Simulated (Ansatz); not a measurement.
Consider a test of the smearing width of YInCu₄, space group F-43m (Ansatz's Python interface).

`yincu4_smear.py`:
```python
# -*- coding: utf-8 -*-
"""Smearing width test for YInCu4."""

import csv

import ansatz as az

FUNCTIONAL = "r2SCAN"
MESH = (5, 5, 5)

lattice = az.Lattice.of(
    (0.0, 3.58896, 3.58896),
    (3.58896, 0.0, 3.58896),
    (3.58896, 3.58896, 0.0),
)
sites = [
    ("Y", (0.0, 0.0, 0.0)),
    ("In", (0.75, 0.75, 0.75)),
    ("Cu", (0.37533, 0.37533, 0.37533)),
    ("Cu", (0.874, 0.37533, 0.37533)),
    ("Cu", (0.37533, 0.37533, 0.874)),
    ("Cu", (0.37533, 0.874, 0.37533)),
]
crystal = az.Crystal(lattice=lattice)
for symbol, position in sites:
    crystal = crystal.atom(symbol, position)

base = (
    crystal.calculation()
    .functional(FUNCTIONAL)
    .basis(19 * az.Ha)
    .kpoints(mesh=MESH)  # the mesh must be finer for metals
)

rows = []
for value in [0.5, 0.3, 0.2, 0.1]:
    r = base.occupations("methfessel_paxton", width=value).run(threads=1, backend="cpu").report
    rows.append((value, r["free_energy_ev"] / len(r["lattice"]["sites"]), r["n_iterations"], r["n_kpoints"]))

with open("smear.csv", "w", newline="") as handle:
    writer = csv.writer(handle)
    writer.writerow(["width (eV)", "F/atom (eV)", "iterations", "k-points"])
    writer.writerows([round(v, 5) if isinstance(v, float) else v for v in row] for row in rows)

# the last row is the reference
for row in rows[:-1]:
    shift = 1000 * (row[1] - rows[-1][1])
    print(f"{row[0]}: {shift:+.2f} meV/atom" + ("  (within 1 meV)" if abs(shift) < 1 else ""))
```

How much does the free energy per atom change between the narrowest and the widest smearing, and why?

Going from 0.1 to 0.5 eV changes F by +1.5 meV an atom. This scheme is built to cancel the term in the square of the width, so the shifts stay small and are partly the mesh's error.

The run itself:

```console
$ python yincu4_smear.py
DeckWarning: the atoms were moved onto the symmetric positions of the space group found under crystal.symmetry.tolerance 1.0e-5 (fractional; no operation is sought that the atoms, as they stand in a round, miss by more than twice it, and no atom is moved by as much as it), and the run uses the moved positions. Before [...]
0.5: +1.52 meV/atom
0.3: +0.30 meV/atom  (within 1 meV)
0.2: +0.29 meV/atom  (within 1 meV)
```
(Warnings from the package without file and line, shortened.)

`smear.csv`, as written:
```csv
width (eV),F/atom (eV),iterations,k-points
0.5,-5999.72347,9,10
0.3,-5999.72469,9,10
0.2,-5999.7247,9,10
0.1,-5999.72499,9,10
```

Caveats:
- The run is spin-unpolarised.
- Cold and Methfessel-Paxton smearing aren't meant for a gap as narrow as their width.
- The structure comes from a database of computed cells and needn't be a stable or known phase.
- Run time: 53 s on 1 thread of Arm Neoverse V1, on a shared host, peak memory 0.62 GiB.
